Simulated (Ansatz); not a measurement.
Crystal: BiS.

```
CELL_PARAMETERS angstrom
4.00294 0.00000 0.00000
0.00000 4.00294 0.00000
0.00000 0.00000 4.00294
ATOMIC_POSITIONS crystal
Bi 0.50000 0.50000 0.50000
S 0.00000 0.00000 0.00000
```

The cell was built by a generator and needn't be a form met in nature.

- Program: Ansatz 0.2.0
- Task: relaxation of cell and atoms
- Functional: HSE06
- Potentials or basis: Ansatz PAW
- Cutoff: 420 eV (not typed: the program's choice for these potentials)
- k mesh: 4 × 4 × 4
- Occupations: fermi-dirac, width 0.05 eV
- Spin: no spin polarisation

At the start: volume 32.07 Å³/atom.

Task: How do energy, volume and symmetry change on relaxing?

Result: It ends after 7 steps and the volume is 22.19 Å³/atom (-30.8 %); space group Pm-3m (No. 221, to 0.05 Å).

The path:
```
step  energy change (eV)  largest force (eV/Å)  volume (Å³)
   1              0.0000                0.0000        64.14
   2             -0.6892                0.0000        55.21
   3             -1.0882                0.0000        47.15
   4             -1.1209                0.0000        43.54
   5             -1.1247                0.0000        44.44
   6             -1.1247                0.0000        44.38
   7             -1.1226                0.0000        44.38
```

Final structure:
```yaml
crystal:
  lattice:
    - [3.54036, 0.00000, 0.00000]
    - [0.00000, 3.54036, 0.00000]
    - [0.00000, 0.00000, 3.54036]
  atoms:
    - { symbol: Bi, position: [0.50000, 0.50000, 0.50000] }
    - { symbol: S, position: [0.00000, 0.00000, 0.00000] }
```

Caveat: the k mesh is coarse (spacing up to 0.39 Å⁻¹), so the values aren't converged, least of all with exact exchange; the volume moved by over 15 % at a fixed basis, so the end points are rough; the plane-wave basis is chosen anew once the cell has moved, so the energies of steps on either side of that aren't comparable; the PAW data sets come from PBE, with cores solved anew for the run's functional, which leaves a small shift of forces and pressure.
